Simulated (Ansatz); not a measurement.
# HfO: the cost of one run

Method: def2-QZVPP, core rule «outside noble gas», up to 5 orbitals frozen; program: Ansatz 0.2.0, Gaussian basis.

The runs, in order: UHF; ROHF; CCSD(T) on UHF.

2 further runs of the same task are left out: 2 set aside as unsound or not needed.

## 1. The geometry

The geometry is a PBE0/def2-TZVP stationary point (not a proven minimum) of the parent state, kept for this charge and spin. No spin-orbit coupling is included. Elements past krypton take def2 core potentials.

2 atoms, charge 1, spin multiplicity 4.

Atoms are counted from 1 here; the program's logs count them from 0.

Bond lengths: Hf1–O2 1.741 Å.

## 2. UHF

Input file in.yaml:

```yaml
crystal:
  periodic: [false, false, false]
  atoms:
    - {symbol: Hf, position_ang: [0.000000, 0.000000, 0.000000]}
    - {symbol: O, position_ang: [0.000000, 0.000000, 1.741200]}
basis:
  gaussian: {orbitals: "def2-QZVPP.json"}
total_charge: 1
magnetization: {spin_polarized: true, initial_magnetization: 3}
hamiltonian: {xc: hf}
output: {orbitals: {seedname: orbitals}}
```

The run is started by

```
$ ansatz run in.yaml --threads 1 --pin off --events-out ev --progress --plain --max-ram 4096MiB --backend cpu
```

**Question.** How long does this run take on 1 thread of AMD EPYC 7R13, shared host, and how much memory does it need?

About 18 s, with a peak of 0.31 GiB.
